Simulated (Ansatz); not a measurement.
# Zr3NbTe2: the cost of one run

Computed with Ansatz 0.2.0 (DFT PBE, scalar-relativistic, plane waves, PAW, unless a step's input says otherwise).

## 1. The system as given

The structure is hexagonal, space group P6/mmm (No. 191). Conventional cell: a = 6.384 Å, b = 6.384 Å, c = 3.589 Å, α = 90.00°, β = 90.00°, γ = 120.00°. Zr (site symmetry mmm) has 4 Te at 2.57 Å as nearest neighbours. Nb (site symmetry 6/mmm) is surrounded by 2 Nb at 3.59 Å and 12 Zr at 3.66 Å and 6 Te at 3.69 Å. Te (site symmetry -6m2) is surrounded by 6 Zr at 2.57 Å and 3 Nb at 3.69 Å.

As a file:

```cif
data_structure
_symmetry_space_group_name_H-M 'P 1'
_symmetry_Int_Tables_number 1
_cell_length_a 6.3838
_cell_length_b 6.3838
_cell_length_c 3.5887
_cell_angle_alpha 90.000
_cell_angle_beta 90.000
_cell_angle_gamma 120.000
_cell_volume 126.66
loop_
_atom_site_label
_atom_site_type_symbol
_atom_site_fract_x
_atom_site_fract_y
_atom_site_fract_z
_atom_site_occupancy
Zr1 Zr 0.50000 0.00000 0.50000 1
Zr2 Zr 0.50000 0.50000 0.50000 1
Zr3 Zr 0.00000 0.50000 0.50000 1
Nb1 Nb 0.00000 0.00000 0.00000 1
Te1 Te 0.33333 0.66667 0.00000 1
Te2 Te 0.66667 0.33333 0.00000 1
```

A structure generator made this guess: species swapped into a database cell of LaB2Ir3 (P6/mmm, No. 191), with Nb on the La sites, Te on the B sites and Zr on the Ir sites. Lengths come from tabulated atomic sizes and are only a guess.

## 2. A first look at the guess

Contents of input.yaml:

```yaml
crystal:
  lattice:
    - [6.38381466, 0.0, 0.0]
    - [-3.19190733, 5.52854567, 0.0]
    - [0.0, 0.0, 3.58866386]
  atoms:
    - { symbol: Zr, position: [0.5, 0.0, 0.5] }
    - { symbol: Zr, position: [0.5, 0.5, 0.5] }
    - { symbol: Zr, position: [0.0, 0.5, 0.5] }
    - { symbol: Nb, position: [0.0, 0.0, 0.0] }
    - { symbol: Te, position: [0.33333333, 0.66666667, 0.0] }
    - { symbol: Te, position: [0.66666667, 0.33333333, 0.0] }
basis:
  ecutwfc: 420
kpoints:
  mp_grid: { grid: [3, 3, 6] }
hamiltonian:
  xc: pbe
scf:
  occupations: { method: gaussian, width: 0.1 }
  lower_state_search: "off"
output:
  forces: true
  stress: true
  eigenvalues: true
```

On the command line:

```console
$ ansatz run input.yaml --threads 1 --pin off --max-ram 2560MiB --backend cpu --events-out ev --progress --plain --runs-dir out
```

Q: Estimate wall time and peak memory on 1 thread of Intel Xeon 6975P-C (Granite Rapids), shared host.

About 2.5 s, with a peak of 0.48 GiB.
